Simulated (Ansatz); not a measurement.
Crystal: GaGe3.

```xyz
4
Lattice="0.0000 3.3872 3.3872 3.3872 0.0000 3.3872 3.3872 3.3872 0.0000" Properties=species:S:1:pos:R:3 pbc="T T T"
Ge    3.3872    3.3872    3.3872
Ge    5.0808    5.0808    5.0808
Ge    1.6936    1.6936    1.6936
Ga    0.0000    0.0000    0.0000
```

The cell comes from a database or a generator and needn't be the stable form of this composition.

Program: Ansatz 0.2.0. Alike in all runs: potentials or basis Ansatz PAW; cell as given; cutoff (eV) 420; smearing fermi-dirac 0.05 eV. Hardware: 2 threads of Arm Neoverse V1, on a shared host.

Question: Order these runs on this cell by their wall time, lowest first.
A. task projected density of states; level PBEsol; spin off; k mesh 4 × 4 × 4; mesh quality coarse
B. task projected density of states; level HSE06; spin off; k mesh 4 × 4 × 4; mesh quality coarse
C. task band structure; level PBEsol; spin off; k mesh 7 × 7 × 7; points for each segment of the path 14; mesh quality not flagged
D. task band structure; level PBEsol; spin SOC, no magnetisation; k mesh 7 × 7 × 7; points for each segment of the path 14; mesh quality not flagged

Answer: A (2.2 s), C (9 s), B (24 s), D (72 s).

Caveats: some runs use coarse meshes; the density of states is complete only up to the lowest level of the last band computed (some runs).

Not every run made on this cell is shown here.
